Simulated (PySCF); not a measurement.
# F4La (La(F)4-): the cost of one run

Program: PySCF 2.14.0. Level of theory: PBE0, La def2-SVP with ECP46, F def2-SVP; scalar-relativistic core potentials, no spin–orbit coupling. These are calculated values, not measurements.

1 further run of the same task is left out (for a known fault of the program).

## Step 1: The system as given

5 atoms, charge -1, spin multiplicity 1.

Bond lengths: La1–F2 2.209 Å, La1–F3 2.209 Å, La1–F4 2.209 Å, La1–F5 2.209 Å. Angles: F2–La1–F3 109.5°, F2–La1–F4 109.5°, F2–La1–F5 109.5°, F3–La1–F4 109.5°, F3–La1–F5 109.5°, F4–La1–F5 109.5°.

Geometry (Å):

```xyz
5
F4La
La    0.00000    0.00000    0.00000
F     1.27528    1.27528    1.27528
F    -1.27528   -1.27528    1.27528
F     1.27528   -1.27528   -1.27528
F    -1.27528    1.27528   -1.27528
```

Formal oxidation states: La +3. An earlier session relaxed this geometry at PBE0, La def2-SVP with ECP46, F def2-SVP (singlet, point group Td).

Its energy there is -430.654987 Eh.

## Step 2: One electron removed, multiplicity 2

run.py (the lines that set the calculation) reads:

```python
mol = gto.M(atom='''
La     0.00000     0.00000     0.00000
F      1.27528     1.27528     1.27528
F     -1.27528    -1.27528     1.27528
F      1.27528    -1.27528    -1.27528
F     -1.27528     1.27528    -1.27528''',
    basis={'La': 'def2-SVP', 'F': 'def2-SVP'},
    ecp={'La': 'def2-SVP'},
    charge=0, spin=1)
mf = dft.UKS(mol, xc='PBE0')
mf.grids.atom_grid = (50, 194)  # f atoms: unpruned, at least (60, 302)
mf = mf.density_fit()  # fitting sets: La def2-universal-JKFIT, F def2-universal-JKFIT
mf.conv_tol = 1e-08; mf.max_cycle = 55
mf.kernel(dm0)  # dm0: the density of the relaxed state
```

On the command line:

```
> OMP_NUM_THREADS=2 python run.py
```

**Question.** How long does this run take on 2 threads of Arm Neoverse V2, shared host?

About 2.5 s.
